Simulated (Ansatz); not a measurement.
# Ir: an axial (c/a) deformation path

The task here is to estimate one member of a computed series from the others.

This is Ir in the hcp structure; at room conditions it is fcc.

Method: DFT PBEsol, scalar-relativistic, plane waves, PAW, in Ansatz 0.2.0.

**The system as given**

The structure is hexagonal, space group P6_3/mmc (No. 194). Conventional cell: a = 2.751 Å, b = 2.751 Å, c = 4.462 Å, α = 90.00°, β = 90.00°, γ = 120.00°. Ir (site symmetry -6m2) has 12 Ir at 2.74 to 2.75 Å in its first shell of neighbours.

Structure file:

```
CELL_PARAMETERS angstrom
2.75138 0.00000 0.00000
-1.37569 2.38276 0.00000
0.00000 0.00000 4.46229
ATOMIC_POSITIONS crystal
Ir 0.66667 0.33333 0.75000
Ir 0.33333 0.66667 0.25000
```

It goes back to an entry of the Materials Project, which need not be the stable form.

The cell is taken as given, not relaxed at this level.

**Zero of energy**

Reference values: F = -23597.8833 eV; pressure -12.47 GPa; largest force 0.000 eV/Å; gap on the mesh none (metal). It was computed beforehand with the settings of the runs below.

Set-up of the first run:

At fixed volume and fractional coordinates, lengths along (0.000, 0.000, 1.000) are scaled against those across it; ρ is that ratio over its starting value.

The input, input.yaml:

```yaml
crystal:
  lattice:
    - [2.904539376, 0.0, 0.0]
    - [-1.452269688, 2.5154048859, 0.0]
    - [0.0, 0.0, 4.004089181]
  atoms:
    - { symbol: Ir, position: [0.6666666667, 0.3333333333, 0.75] }
    - { symbol: Ir, position: [0.3333333333, 0.6666666667, 0.25] }
basis:
  ecutwfc: 420
kpoints:
  mp_grid: { grid: [24, 24, 12] }
hamiltonian:
  xc: pbesol
scf:
  occupations: { method: gaussian, width: 0.15 }
output:
  forces: true
  stress: true
  eigenvalues: true
```

Command:

```
$ ansatz run input.yaml --threads 1 --pin off --max-ram 2560MiB --backend cpu --events-out ev --progress --plain --runs-dir out
```

Steps of the session up to this table: ρ = 0.850; At ρ = 1.200; At ρ = 0.920; Point ρ = 1.100; Point ρ = 0.960; At ρ = 1.050; At ρ = 0.800; At ρ = 1.300.

One table of the session follows, with a row left open; its other results are not shown here.

```
    ρ  ΔE (meV/atom)  pressure (GPa)
0.800          391.6             4.9
0.850              ?               ?
0.920           64.5            -9.3
0.960           16.5           -11.5
1.000            0.0           -12.5
1.050           24.7           -11.7
1.100           93.7            -8.9
1.200          351.6             2.1
1.300          735.2            19.1
```

Estimate the missing values for ρ = 0.850.

Worked estimate for «ΔE (meV/atom)». A straight line through the neighbours (0.800, 391.6) and (0.920, 64.5) gives 391.6 + (64.5 − 391.6) × (0.850 − 0.800) / (0.920 − 0.800) = 255.3; a parabola fitted to 3 rows on both sides gives 221.9.

The run gave: ΔE (meV/atom): 222.0; pressure (GPa): -2.3. In «ΔE (meV/atom)» the line misses by +33.3 and the parabola by -0.1.
